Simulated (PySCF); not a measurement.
# CH8NPSi: the cost of one run

The runs use PySCF 2.14.0, with density-fitted response routines of our own; the level of theory stands in each step. All values are computed, except where a source is named. Atoms count from 0, in the outputs and in this text.

## (1) The molecule as given

12 atoms, charge 0, multiplicity 1; geometry from: GFN2-xTB.

Bonds of the start (Å): C0–Si1 1.90, Si1–N2 1.72, Si1–P3 2.25, C0–H4 1.09, C0–H5 1.09, C0–H6 1.09, Si1–H7 1.48, N2–H8 1.01, N2–H9 1.01, P3–H10 1.38, P3–H11 1.38.

## (2) Excited states and response: CAM-B3LYP/def2-SVPD

What the job is given:

```
{"job": {"kind": "uv", "xc": "CAM-B3LYP", "basis": "def2-SVPD", "nstates": 8, "ntriplets": 3}, "charge": 0, "multiplicity": 1}
C     -0.744015    -1.344867     0.216133
Si    -0.059732     0.272869    -0.517407
N     -0.833092     1.557010     0.333457
P      2.133826     0.643469    -0.174953
H     -0.234258    -2.211178    -0.194843
H     -1.802198    -1.453510    -0.000178
H     -0.622499    -1.368026     1.295362
H     -0.250827     0.252923    -1.982624
H     -1.838814     1.601814     0.350681
H     -0.443355     2.484401     0.280892
H      2.534010    -0.554679    -0.735136
H      2.162152     0.119088     1.102588
```

Method: TDDFT CAM-B3LYP/def2-SVPD, vertical, gas phase, core orbitals frozen in the response.

On the command line:

```
> OMP_NUM_THREADS=1 python probes_run.py task.json out
```

The driver reads the jobs from task.json and runs them one after another.

**Question.** How long does this first job take on 1 thread of Arm Neoverse N1, shared host, and how much memory does it need?

About 34 s, with a peak of 0.68 GiB.
